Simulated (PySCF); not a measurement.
# SiAs at other levels of theory

Starting from one script, swap the method and compare what comes out for SiAs.

The runs use PySCF 2.14.0; method and basis as typed in the scripts.

6 further runs of the same task are left out: 6 that didn't finish.

### 1 The system as given

SiAs: 2 atoms, charge 0, spin multiplicity 2.

Bond lengths: Si1–As2 2.061 Å.

### 2 The base run

The input, input.py:

```python
from pyscf import gto, scf, mp

mol = gto.M(
    atom='Si 0 0 0; As 0 0 2.061',
    basis='pcseg-1',
    charge=0,
    spin=1,
    symmetry=True,
    verbose=3,
)
mf = scf.UHF(mol)
mf = mf.density_fit(auxbasis='def2-universal-jkfit')
mf.kernel()
mp.MP2(mf).kernel()
mf.dip_moment()
print('orbital energies (hartree):', [e[max(0, n-3):n+3].round(4) for e, n in zip(mf.mo_energy, mol.nelec)])
```

Started as:

```bash
OMP_NUM_THREADS=1 python input.py
```

### 3 MP2

Run 1 changes frozen orbitals: none → 14.

input.py: that of step 2 with these lines changed.

```diff
@@ -13,3 +13,3 @@
 mf.kernel()
-mp.MP2(mf).kernel()
+mp.MP2(mf, frozen=14).kernel()
 mf.dip_moment()
```

### 4 0.5*hf+0.5*b88,lyp (UKS)

Run 2 changes functional: none (Hartree–Fock) → 0.5*hf+0.5*b88,lyp; SCF type: UHF → UKS; step after the SCF: mp2 → analyze.

The input, input.py:

```python
from pyscf import gto, dft

mol = gto.M(
    atom='Si 0 0 0; As 0 0 2.061',
    basis='pcseg-1',
    charge=0,
    spin=1,
    symmetry=True,
    verbose=3,
)
mf = dft.UKS(mol, xc='0.5*hf+0.5*b88,lyp')
mf = mf.density_fit(auxbasis='def2-universal-jkfit')
mf.kernel()
mf.analyze()
print('orbital energies (hartree):', [e[max(0, n-3):n+3].round(4) for e, n in zip(mf.mo_energy, mol.nelec)])
```

### 5 ROHF

Run 3 changes SCF type: UHF → ROHF.

The input, input.py:

```python
from pyscf import gto, scf, mp

mol = gto.M(
    atom='Si 0 0 0; As 0 0 2.061',
    basis='pcseg-1',
    charge=0,
    spin=1,
    symmetry=True,
    verbose=3,
)
mf = scf.ROHF(mol)
mf = mf.density_fit(auxbasis='def2-universal-jkfit')
mf.kernel()
mp.MP2(mf).kernel()
mf.dip_moment()
print('orbital energies (hartree):', mf.mo_energy[..., max(0, mol.nelec[1]-3):mol.nelec[0]+3].round(4))
```

Before running it: what results should come out? Wanted: for each run, E(SCF); from base; gap, α spin; SCF dipole; after the SCF.

**Answer**, as computed:

```
                     run  E(SCF) (hartree)  from base (eV)  gap, α spin (eV)  SCF dipole (D)                           after the SCF
                    base      -2522.741862               0              9.45            1.54               MP2 correlation -5.452 eV
                     MP2      -2522.741862          0.0000              9.45            1.54  MP2 correlation -5.026 eV, core frozen
0.5*hf+0.5*b88,lyp (UKS)      -2524.993363  not comparable              6.39            1.20                                     n/a
                    ROHF      -2522.734972         +0.1875               n/a            1.55               MP2 correlation -5.653 eV
```

What this shows: Total energies of different functionals can't be compared with each other; differences within one functional can. The dearest run is “0.5*hf+0.5*b88,lyp (UKS)”, at 3.7 s against 1.1 s.
